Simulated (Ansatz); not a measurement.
**Mo (Mo (110), 3 layers): how the settings move a single-point run**

How sensitive is a single-point run of Mo (Mo (110), 3 layers) to its settings? A reference run comes first, then one run with altered input.

Program: Ansatz 0.2.0. Level of theory: reference: DFT, PBEsol, PAW with Ansatz's default frozen-core files, scalar-relativistic. These are calculated values, not measurements.

## 1. The starting structure

It takes space group Cmmm (No. 65, orthorhombic). The conventional cell has a = 3.129 Å, b = 4.426 Å, c = 20.426 Å, α = 90.00°, β = 90.00°, γ = 90.00°. Mo (site symmetry mm2) has 6 Mo at 2.71 Å as nearest neighbours. Mo (site symmetry mmm) has 8 Mo at 2.71 Å as nearest neighbours.

Structure file:

```cif
data_structure
_symmetry_space_group_name_H-M 'Cmmm'
_symmetry_Int_Tables_number 65
_cell_length_a 3.1294
_cell_length_b 4.4256
_cell_length_c 20.4256
_cell_angle_alpha 90.000
_cell_angle_beta 90.000
_cell_angle_gamma 90.000
_cell_volume 282.89
loop_
_atom_site_label
_atom_site_type_symbol
_atom_site_symmetry_multiplicity
_atom_site_Wyckoff_symbol
_atom_site_fract_x
_atom_site_fract_y
_atom_site_fract_z
_atom_site_occupancy
Mo1 Mo 4 k 0.00000 0.00000 0.39166 1
Mo2 Mo 2 c 0.50000 0.00000 0.50000 1
```

## 2. Baseline

input.yaml reads:

```yaml
crystal:
  lattice:
    - [2.7101442943, 0.0, 0.0]
    - [-0.9033814314, 2.5551485447, 0.0]
    - [0.0, 0.0, 20.4256]
  atoms:
    - { symbol: Mo, position: [0.0, 0.0, 0.3916642081] }
    - { symbol: Mo, position: [0.5, 0.5, 0.5] }
    - { symbol: Mo, position: [0.0, 0.0, 0.6083357919] }
kpoints:
  mp_grid: { grid: [13, 13, 1] }
scf:
  occupations: { method: fermi_dirac, width: 0.05 }
hamiltonian:
  xc: pbesol
  pseudopotentials: { kind: paw }
output:
  forces: true
  stress: true
  eigenvalues: true
  populations: true
efield:
  axis: 3
  amplitude: 0
  dipole_correction: true
```

Started as:

```sh
> ansatz run input.yaml --threads 1 --pin off --max-ram 3584MiB --backend cpu --events-out ev --progress --plain --runs-dir out
```

## 3. Variant: dr2_threshold 1.0e-08, xc revpbe

Edit input.yaml of step 2 so:

```diff
@@ -13,4 +13,5 @@
   occupations: { method: fermi_dirac, width: 0.05 }
+  convergence: { dr2_threshold: 1.0e-08 }
 hamiltonian:
-  xc: pbesol
+  xc: revpbe
   pseudopotentials: { kind: paw }
```

Before running it: what results should come out? Wanted: for each run, ending; energy change; gap; force.

As calculated:

| run | ending | energy change | gap (eV) | force (eV/Å) | cycles | time |
| --- | --- | --- | --- | --- | --- | --- |
| reference | converged | - | 0.00 | 0.65 | 7 | 9.9 s |
| 1: dr2_threshold 1.0e-08, xc revpbe | converged | not comparable | 0.00 | 0.18 | 8 | 9.4 s |

Residual by cycle in the longest SCF loop of each run; runs are numbered as in the table. The quantity is the density residual dr2, in eV.

```
cycle  reference    run 1
    1      0.167    0.149
    2     0.0505   0.0377
    3    0.00215  0.00204
    4     3.4e-5   4.4e-5
    5     5.2e-6   9.2e-6
    6     1.0e-6   1.1e-6
    7     6.1e-8   8.6e-8
    8          -   1.7e-9
```

What this shows: After a change of functional the difference of the totals has no physical meaning; the largest force goes from 0.65 to 0.18 eV/Å.
